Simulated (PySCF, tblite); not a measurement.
# C₃H₆ClO₂Si radical: geometry, infrared bands and EPR parameters

What infrared bands and EPR parameters should C₃H₆ClO₂Si radical (`Cl[C]1CO[SiH2]OC1`) show?

Computed with tblite 0.8.0 and PySCF 2.14.0, with density-fitted response routines of our own, on a single molecule in the gas phase. Atoms are numbered from 0 throughout.

### Step 1. The molecule as given

13 atoms, charge 0, multiplicity 2; geometry from: force field or distance geometry start.

Bonds of the start (Å): Cl0–C1 1.77, C1–C2 1.49, C2–O3 1.36, O3–Si4 1.68, Si4–O5 1.69, O5–C6 1.38, C6–C1 1.49, C2–H7 1.12, C2–H8 1.12, Si4–H9 1.48, Si4–H10 1.47, C6–H11 1.12, C6–H12 1.09.

### Step 2. Optimising the geometry with GFN2-xTB

Job settings and geometry (Å):

```
{"job": {"kind": "relax", "xc": "GFN2-xTB", "basis": "xTB"}, "charge": 0, "multiplicity": 2}
Cl    -1.219000     0.354800     1.962000
C     -1.185800     0.417100     0.190000
C     -1.026000    -0.971200    -0.318900
O      0.214700    -1.516100    -0.282400
Si     1.491100    -0.496300     0.124000
O      1.078400     1.143700     0.231600
C     -0.180400     1.418100    -0.259500
H     -1.505900    -1.067600    -1.326500
H     -1.671900    -1.611300     0.339600
H      2.526200    -0.701400    -0.916500
H      2.070900    -0.912900     1.405000
H     -0.497900     2.401200     0.168200
H     -0.099000     1.542400    -1.334300
```

Started as:

```
OMP_NUM_THREADS=1 python probes_run.py task.json out
```

The driver reads the jobs from task.json and runs them one after another.

The program printed:

```text
step      E/eV     max force
  0    -650.56961    3.147
  1    -650.84738    1.118
  2    -650.92843    0.726
  3    -650.97517    0.438
  4    -651.00155    0.464
  5    -651.03286    0.432
  6    -651.05700    0.540
  7    -651.07780    0.411
  8    -651.09076    0.295
  9    -651.10219    0.356
 10    -651.11427    0.350
 11    -651.12464    0.242
 12    -651.13105    0.191
 13    -651.13496    0.172
 14    -651.13866    0.168
 15    -651.14244    0.155
 16    -651.14496    0.105
 17    -651.14637    0.089
 18    -651.14755    0.105
 19    -651.14886    0.117
 20    -651.15007    0.095
 21    -651.15101    0.097
 22    -651.15191    0.085
 23    -651.15311    0.127
 24    -651.15457    0.140
 25    -651.15585    0.101
 26    -651.15674    0.093
 27    -651.15746    0.091
 28    -651.15831    0.083
 29    -651.15934    0.094
 30    -651.16042    0.099
 31    -651.16144    0.085
 32    -651.16248    0.090
 33    -651.16350    0.090
 34    -651.16425    0.058
 35    -651.16472    0.059
 36    -651.16514    0.063
 37    -651.16561    0.077
 38    -651.16601    0.060
 39    -651.16625    0.032
 40    -651.16637    0.035
 41    -651.16648    0.036
 42    -651.16659    0.029
 43    -651.16667    0.020
 44    -651.16674    0.023
 45    -651.16681    0.025
 46    -651.16693    0.039
 47    -651.16717    0.040
 48    -651.16741    0.043
 49    -651.16764    0.051
 50    -651.16786    0.050
 51    -651.16817    0.055
 52    -651.16859    0.062
 53    -651.16902    0.047
 54    -651.16935    0.038
 55    -651.16960    0.040
 56    -651.16990    0.042
 57    -651.17037    0.058
 58    -651.17099    0.065
 59    -651.17132    0.091
 60    -651.17188    0.057
 61    -651.17218    0.046
 62    -651.17277    0.045
 63    -651.17306    0.050
 64    -651.17347    0.046
 65    -651.17368    0.035
 66    -651.17385    0.037
 67    -651.17403    0.032
 68    -651.17426    0.032
 69    -651.17441    0.022
 70    -651.17448    0.023
 71    -651.17454    0.018
 72    -651.17461    0.023
 73    -651.17467    0.019
 74    -651.17472    0.019
 75    -651.17480    0.026
 76    -651.17495    0.038
 77    -651.17534    0.059
 78    -651.17590    0.129
 79    -651.17664    0.145
 80    -651.17762    0.186
 81    -651.17864    0.211
 82    -651.18132    0.060
 83    -651.18082    0.292
 84    -651.18387    0.077
 85    -651.18535    0.072
 86    -651.18521    0.292
 87    -651.18839    0.064
 88    -651.18939    0.068
 89    -651.18991    0.137
 90    -651.19076    0.055
 91    -651.19105    0.043
 92    -651.19143    0.037
 93    -651.19156    0.034
 94    -651.19177    0.031
 95    -651.19211    0.040
 96    -651.19234    0.033
 97    -651.19250    0.021
 98    -651.19256    0.018
 99    -651.19259    0.019
100    -651.19263    0.017
101    -651.19268    0.021
102    -651.19276    0.028
103    -651.19283    0.028
104    -651.19289    0.023
105    -651.19294    0.022
106    -651.19301    0.026
107    -651.19313    0.036
108    -651.19333    0.039
109    -651.19357    0.051
110    -651.19386    0.053
111    -651.19407    0.058
112    -651.19430    0.039
113    -651.19443    0.036
114    -651.19454    0.032
115    -651.19464    0.024
116    -651.19473    0.025
117    -651.19488    0.025
118    -651.19508    0.045
119    -651.19253    0.282
120    -651.19524    0.033
121    -651.19535    0.031
122    -651.19502    0.200
123    -651.19577    0.018
124    -651.19601    0.014
125    -651.19452    0.276
126    -651.19624    0.012
127    -651.19640    0.014
128    -651.19463    0.260
129    -651.19659    0.015
130    -651.19671    0.018
131    -651.19618    0.194
132    -651.19689    0.014
133    -651.19697    0.026
134    -651.19696    0.086
135    -651.19710    0.034
136    -651.19714    0.031
137    -651.19723    0.030
138    -651.19726    0.009
```

Run time: 0.96 s. Hardware: 1 thread of Arm Neoverse V1, shared host.

The steps of the relaxation: (not every step is listed)

| step | energy from step 0 (eV) | largest force (eV/Å) |
| --- | --- | --- |
| 0 | 0.0000 | 3.1468 |
| 1 | -0.2778 | 1.1181 |
| 2 | -0.3588 | 0.7260 |
| 3 | -0.4056 | 0.4377 |
| 4 | -0.4319 | 0.4636 |
| 5 | -0.4633 | 0.4318 |
| 6 | -0.4874 | 0.5403 |
| 7 | -0.5082 | 0.4112 |
| 8 | -0.5212 | 0.2952 |
| 20 | -0.5805 | 0.0951 |
| 32 | -0.5929 | 0.0904 |
| 44 | -0.5971 | 0.0234 |
| 56 | -0.6003 | 0.0418 |
| 68 | -0.6046 | 0.0320 |
| 80 | -0.6080 | 0.1862 |
| 92 | -0.6218 | 0.0367 |
| 104 | -0.6233 | 0.0226 |
| 116 | -0.6251 | 0.0247 |
| 128 | -0.6250 | 0.2596 |
| 133 | -0.6274 | 0.0262 |
| 134 | -0.6273 | 0.0862 |
| 135 | -0.6275 | 0.0343 |
| 136 | -0.6275 | 0.0313 |
| 137 | -0.6276 | 0.0297 |
| 138 | -0.6277 | 0.0091 |

Distances of close pairs at the start and the end, largest changes first:

| bond | before (Å) | after (Å) | change (Å) |
| --- | --- | --- | --- |
| Cl0–C1 | 1.773 | 1.701 | -0.072 |
| Si4–O5 | 1.695 | 1.633 | -0.062 |
| O3–Si4 | 1.684 | 1.634 | -0.050 |
| C2–O3 | 1.356 | 1.400 | +0.044 |
| Si4–H9 | 1.482 | 1.454 | -0.028 |
| C2–H7 | 1.120 | 1.099 | -0.021 |
| C6–H12 | 1.085 | 1.105 | +0.020 |
| O5–C6 | 1.379 | 1.395 | +0.016 |

The end geometry stands in the next job.

### Step 3. Harmonic vibrations with GFN2-xTB

Job settings and geometry (Å):

```
{"job": {"kind": "ir", "xc": "GFN2-xTB", "basis": "xTB"}, "charge": 0, "multiplicity": 2}
Cl    -2.744723     0.989397     0.101358
C     -1.147978     0.413058    -0.010385
C     -0.939820    -1.056196     0.030301
O      0.288466    -1.443273    -0.517596
Si     1.654034    -0.607470    -0.192840
O      1.189473     0.842031     0.397638
C     -0.052201     1.411027     0.112604
H     -1.730001    -1.560708    -0.542647
H     -1.000819    -1.436204     1.067972
H      2.304258    -0.541676    -1.492061
H      2.421397    -1.139998     0.921139
H     -0.275941     2.124914     0.922437
H      0.029470     2.005583    -0.815646
```

The program printed:

```text
mode    cm-1     km/mol
  1      20.1      3.17
  2      76.7      1.79
  3     126.1      3.67
  4     154.0     20.56
  5     254.2      2.47
  6     297.9      3.36
  7     414.4      7.71
  8     483.7     32.18
  9     546.1     18.25
 10     602.7    148.13
 11     714.7     36.32
 12     744.1     31.20
 13     792.4     45.77
 14     807.6    233.73
 15     812.2    312.64
 16     921.0      1.61
 17     958.1     12.81
 18    1014.4     86.48
 19    1082.7     19.54
 20    1149.8    208.05
 21    1179.7      1.24
 22    1192.2     16.61
 23    1259.2      2.57
 24    1310.7      8.42
 25    1325.4      1.17
 26    1450.6      2.87
 27    1455.0      7.27
 28    2326.2    366.15
 29    2353.5    157.90
 30    2753.3     29.07
 31    2772.9     24.12
 32    2841.9     25.81
 33    2890.8     22.22
```

Wall time 0.44 s (1 thread of Arm Neoverse V1, shared host).

The strongest bands and the atoms that carry them (share of the mass-weighted mode):

| cm⁻¹ | km/mol | atoms |
| --- | --- | --- |
| 603 | 148.1 | H10 37 %, H9 37 %, Si4 18 % |
| 792 | 45.8 | C2 22 %, C6 20 %, C1 12 % |
| 808 | 233.7 | H9 39 %, H10 38 % |
| 812 | 312.6 | Si4 45 %, O5 15 %, O3 14 % |
| 1014 | 86.5 | C1 55 % |
| 1150 | 208.1 | O5 27 %, C6 21 %, O3 14 %, C2 13 % |
| 2326 | 366.1 | H9 60 %, H10 36 % |
| 2354 | 157.9 | H10 61 %, H9 37 % |

### Step 4. EPR parameters: B3LYP/pcH-1

The job, as its differences from that of step 3:

```diff
@@ -1,2 +1,2 @@
-{"job": {"kind": "ir", "xc": "GFN2-xTB", "basis": "xTB"}, "charge": 0, "multiplicity": 2}
+{"job": {"kind": "epr", "basis": "pcH-1"}, "charge": 0, "multiplicity": 2}
 Cl    -2.744723     0.989397     0.101358
```

Method: UKS B3LYP, pcH-1 on C Cl H O Si, non-relativistic, mean-field spin-orbit, GIAO.

The program printed:

```text
UKS, coarse grid
  cycle   1  E = -1017.93283581  |g| = 7.12e-01
  cycle   2  E = -1017.62194368  |g| = 1.16e+00
  cycle   3  E = -1018.09471371  |g| = 7.48e-02
  cycle   4  E = -1018.09678142  |g| = 2.81e-02
  cycle   5  E = -1018.09710357  |g| = 9.48e-03
  cycle   6  E = -1018.09714298  |g| = 4.31e-03
  cycle   7  E = -1018.09714989  |g| = 1.22e-03
  cycle   8  E = -1018.09715194  |g| = 6.65e-04
UKS, final grid
  cycle   1  E = -1018.09713286  |g| = 1.10e-03
  cycle   2  E = -1018.09713203  |g| = 1.91e-03
  cycle   3  E = -1018.09713329  |g| = 9.22e-05
  cycle   4  E = -1018.09713330  |g| = 1.94e-05
E = -1018.09713330 Eh   <S^2> = 0.7543 (exact 0.7500)
g shifts (ppm)      1          2          3
  rmc          -166       -166       -166
  gc             -2         34         31
  oz_so        -704       3987       5084
  total        -871       3856       4949
hyperfine (MHz)  atom isotope    a_iso     a_fc   dipolar eigenvalues
    0  35Cl       4.73       4.89    -26.75    -15.92     42.66
    1   13C     118.47     118.00    -81.45    -81.42    162.87
    2   13C     -34.98     -35.00     -1.89     -0.91      2.80
    3   17O      -5.89      -5.88     -3.60      1.60      2.01
    4  29Si       2.52       2.52     -0.76      0.22      0.53
    5   17O      -0.53      -0.53     -1.78      0.69      1.09
    6   13C     -31.22     -31.24     -1.76     -0.15      1.91
    7    1H      61.22      61.20     -5.17     -4.30      9.47
    8    1H     124.07     124.06     -5.37     -2.37      7.74
    9    1H       0.59       0.59     -1.15     -1.12      2.27
   10    1H      -0.08      -0.08     -1.02     -0.95      1.97
   11    1H      96.28      96.27     -4.39     -3.70      8.09
   12    1H     111.00     110.99     -5.38     -3.81      9.19
```

Run time: 74 s. Hardware: 1 thread of Arm Neoverse V1, shared host; peak memory 0.9 GiB.

Principal g values 2.00145, 2.00618, 2.00727; g(iso) = 2.00496, against 2.00232 for a free electron.

Mean a(iso) over the nuclei that a row names, and the largest dipolar term of the row (other rows stand at the frozen geometry):

| nuclei | isotope | a(iso) (MHz) | a(iso) (G, at g = 2.0023) | largest dipolar term (MHz) |
| --- | --- | --- | --- | --- |
| C1 | 13C | 118.5 | 42.3 | 162.9 |
| H7, H8, H11, H12 | 1H | 98.1 | 35.0 | 9.5 |
| C2, C6 | 13C | -33.1 | -11.8 | 2.8 |
| Cl0 | 35Cl | 4.7 | 1.7 | 42.7 |
| O3, O5 | 17O | -3.2 | -1.1 | -3.6 |
| Si4 | 29Si | 2.5 | 0.9 | -0.8 |
| H9, H10 | 1H | 0.3 | 0.1 | 2.3 |

Mulliken spin populations:

Cl0 0.07; C1 0.88; C2 -0.07; O3 0.01; Si4 0.00; O5 0.00; C6 -0.07; H7 0.02; H8 0.06; H9 0.00; H10 0.00; H11 0.04; H12 0.05

In first order the couplings over 0.8 MHz of 1H, 35Cl give 20 distinct lines over 145.1 G, if the averaged nuclei exchange fast; the same motion can average rows kept apart here too.

Orbitals, density, ELF and potential are computed afterwards from the orbital file.

ELF in a plane through or near 6 of the atoms.

Ten even steps from '0' (0.00) to '9' (0.96):
```
0000000000000000000000000000
0000000000000000000000000000
0000000000000000000000000000
0000000000000000000000000000
0000000000100001100000000000
0000000001562147530000000000
0000000002686456630014310000
0000001113787631430178851000
0000013410386448963589972100
0000013338422027327814773100
0000013237433027317816673100
0000012201587548963588972000
0000001014865835530279852000
0000000014898545981014420000
0000000013784138994000000000
0000000000220006984000000000
0000000000000001431000000000
0000000000000000000000000000
0000000000000000000000000000
0000000000000000000000000000
```
The map spans 11.0 Å across and 9.3 Å up, centred on the molecule. Atoms in the plane (x, y in Å): Cl0 (2.9, 0.0), C1 (1.2, 0.0), C2 (0.5, -1.3), O3 (-0.8, -1.3), Si4 (-1.8, 0.0), C6 (0.5, 1.3).

log10 of the density (e/Å³) in the same plane.

Ten even steps from '0' (-4.0) to '9' (1.4):
```
0000000000000000000000000000
0000000000000000000000000000
0000000000001122211000000000
0000000001122333332210000000
0000000122334445443221000000
0000012234555566654333221000
0000123345677777765444432100
0001234556777778765566554310
0012345666777677776677754320
0012345689866667887789765421
0012345689876667887789765421
0011345566787777776677764321
0001234456788779765566654311
0000122345677777765444432200
0000011244566667765433321000
0000000123444445554321100000
0000000001222333433210000000
0000000000001122221100000000
0000000000000000000000000000
0000000000000000000000000000
```
The map spans 11.0 Å across and 9.3 Å up, centred on the molecule. Atoms in the plane (x, y in Å): Cl0 (2.9, 0.0), C1 (1.2, 0.0), C2 (0.5, -1.3), O3 (-0.8, -1.3), Si4 (-1.8, 0.0), C6 (0.5, 1.3).

On the surface of density 0.002 e/bohr³ the electrostatic potential runs, from the 1st to the 99th percentile, from -1.09 V near O3 to 1.34 V near H10.

The spin density lies nearest to C1 64 %; Cl0 12 %.

### Step 5. Outcome

```
                                                                  quantity                  value
                                 strongest single infrared mode (GFN2-xTB)  2326 cm⁻¹, 366 km/mol
                                              zero-point energy (GFN2-xTB)          53.0 kcal/mol
                                                            g(iso) (B3LYP)                2.00496
                                                                      ⟨S²⟩     0.754 (exact 0.75)
                                        largest a(iso) (averaged by class)   13C on C1, 118.5 MHz
potential on the surface of density 0.002 e/bohr³, 1st and 99th percentile     -1.09 V and 1.34 V
```

Relaxing lowered the energy by 0.628 eV in 138 steps; the close pair that moved most is Cl0–C1, from 1.773 to 1.701 Å. No mode is imaginary among the 33: a minimum at this level. The strongest single mode, at 2326 cm⁻¹, moves mainly H9 and H10. Unscaled tight-binding wavenumbers are off by several per cent, some by more. Its intensities can rank the bands wrongly. Most of the unpaired spin sits on C1 (0.88 e). The isotropic g lies 2.6 ppt above the free-electron value. The conformer search found further structures of the same energy, which may be mirror or relabelled copies of this one.
